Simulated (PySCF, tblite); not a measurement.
# C₅H₃NS+ (doublet): geometry, infrared bands and EPR parameters

What infrared bands and EPR parameters should C₅H₃NS+ (doublet) (`N#CC1=CS[CH][CH+]1`) show?

Computed with tblite 0.8.0 and PySCF 2.14.0, with density-fitted response routines of our own, on a single molecule in the gas phase. Atoms are numbered from 0 throughout.

### 1 Starting geometry

10 atoms, charge 1, multiplicity 2; geometry from: force field or distance geometry start.

Bonds of the start (Å): N0–C1 1.19, C1–C2 1.44, C2–C3 1.31, C3–S4 1.81, S4–C5 1.84, C5–C6 1.49, C6–C2 1.44, C3–H7 1.09, C5–H8 1.11, C6–H9 1.09.

### 2 Geometry optimisation with GFN2-xTB

Job settings and geometry (Å):

```
{"job": {"kind": "relax", "xc": "GFN2-xTB", "basis": "xTB"}, "charge": 1, "multiplicity": 2}
N      3.087300     0.182600     0.312000
C      1.922800     0.072500     0.114200
C      0.510300    -0.086700    -0.113400
C     -0.057300    -1.259400    -0.273300
S     -1.829800    -0.977600    -0.531700
C     -1.793500     0.714100     0.197600
C     -0.397000     1.026700    -0.223800
H      0.425800    -2.233700    -0.230000
H     -1.748700     0.551200     1.295800
H     -0.110900     2.014800    -0.570000
```

Launch:

```console
OMP_NUM_THREADS=1 python probes_run.py task.json out
```

The driver reads the jobs from task.json and runs them one after another.

**Question.** This job is followed by: GFN2-xTB harmonic vibrations, gas phase; UKS B3LYP, pcH-1 on C H N S, non-relativistic, mean-field spin-orbit, GIAO. What will the session give for the following? strongest single infrared mode (GFN2-xTB); zero-point energy (GFN2-xTB); g(iso) (B3LYP); ⟨S²⟩; largest a(iso).

**Answer**, as computed:

```
                                 quantity                 value
strongest single infrared mode (GFN2-xTB)  2288 cm⁻¹, 69 km/mol
             zero-point energy (GFN2-xTB)         38.4 kcal/mol
                           g(iso) (B3LYP)               2.00374
                                     ⟨S²⟩    0.767 (exact 0.75)
                           largest a(iso)   13C on C5, 32.0 MHz
```

**Reading.** Relaxing lowered the energy by 3.166 eV in 41 steps; the close pair that moved most is C3–S4, from 1.813 to 1.666 Å. All 24 modes are real, so the xTB geometry is a minimum. The strongest single mode, at 2288 cm⁻¹, moves mainly C1 and N0. GFN2-xTB is a fitted tight-binding method: band positions and strengths are rough. Its intensities can rank the bands wrongly. The largest spin populations lie on C5 (0.35 e), C2 (0.31 e), C3 (0.28 e), N0 (0.25 e). The isotropic g lies 1.4 ppt above the free-electron value. The conformer search found further structures of the same energy, which may be mirror or relabelled copies of this one.
